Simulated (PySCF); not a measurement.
# H6LaNO3 (La(OH)3(NH3)-): the cost of one run

Program: PySCF 2.14.0. Level of theory: several levels, as the steps say, no spin–orbit coupling. These are calculated values, not measurements.

1 further run of the same task is left out (for a known fault of the program).

## (1) Starting geometry

11 atoms, charge -1, spin multiplicity 1.

Bond lengths: La1–O2 2.384 Å, La1–O4 2.384 Å, La1–O6 2.385 Å, La1–N8 2.885 Å, O2–H3 0.960 Å, O4–H5 0.960 Å, O6–H7 0.960 Å, N8–H9 1.017 Å, N8–H10 1.017 Å, N8–H11 1.017 Å. Angles: O2–La1–O4 119.9°, O2–La1–O6 119.4°, O2–La1–N8 91.1°, O4–La1–O6 120.4°, O4–La1–N8 92.8°, O6–La1–N8 91.9°, La1–O2–H3 178.3°, La1–O4–H5 177.4°, La1–O6–H7 177.2°, La1–N8–H9 110.5°, La1–N8–H10 109.6°, La1–N8–H11 111.6°, H9–N8–H10 108.3°, H9–N8–H11 108.4°, H10–N8–H11 108.3°.

Geometry (Å):

```xyz
11
H6LaNO3
La    0.2614   -0.3389    0.3757
O     1.3283    1.5560    1.3524
H     1.7783    2.3017    1.7562
O    -1.6614   -1.2873    1.4179
H    -2.4097   -1.6923    1.8630
O     1.2677   -1.4104   -1.5029
H     1.7114   -1.8492   -2.2331
N    -1.3287    1.3627   -1.3268
H    -1.9006    1.9921   -0.7686
H    -0.7168    1.9239   -1.9147
H    -1.9430    0.8206   -1.9296
```

Formal oxidation states: La +2. Each metal's 1 4f electrons lie in its core potential, so multiplicities, spins and levels count the valence alone. For divalent La, Ce, Gd or Lu the extra electron is normally 5d or 6s, so this core forces an excited configuration. An earlier session relaxed this geometry at PBE0, La lcecp-0-SVP with ECP47, O def2-SVP, H def2-SVP, N def2-SVP (singlet, point group C1).

At PBE0 on the finer grid: E = -309.730524 Eh, frontier levels not given, since the 4f levels lie in the core, Mulliken charge on La1 +0.47 e, largest force component 0.021 eV/Å. 

Levels to run: TPSS; M06-L; PBE0, TZVP. Hardware: 2 threads of Arm Neoverse V2, shared host.

## (2) TPSS

run.py (the lines that set the calculation)

```python
mol = gto.M(atom='''
La     0.26141    -0.33893     0.37568
O      1.32833     1.55603     1.35242
H      1.77834     2.30173     1.75617
O     -1.66140    -1.28732     1.41788
H     -2.40971    -1.69231     1.86296
O      1.26771    -1.41041    -1.50293
H      1.71138    -1.84922    -2.23306
N     -1.32872     1.36275    -1.32681
H     -1.90061     1.99212    -0.76857
H     -0.71684     1.92390    -1.91471
H     -1.94304     0.82065    -1.92963''',
    basis={'La': 'lcecp-0-SVP', 'O': 'def2-SVP', 'H': 'def2-SVP', 'N': 'def2-SVP'},
    ecp={'La': 'lcecp-0-SVP'},
    charge=-1, spin=0)
mf = dft.RKS(mol, xc='TPSS')
mf.grids.atom_grid = (75, 302)  # f atoms: unpruned, at least (60, 302)
mf = mf.density_fit()  # fitting sets: La AutoAux, O def2-universal-JKFIT, H def2-universal-JKFIT, N def2-universal-JKFIT
mf.conv_tol = 1e-08; mf.max_cycle = 55
mf.kernel(dm0)  # dm0: the density of the relaxed state
```

Started as:

```
$ OMP_NUM_THREADS=2 python run.py
```

**Question.** How long does this run take on 2 threads of Arm Neoverse V2, shared host?

About 10 s.
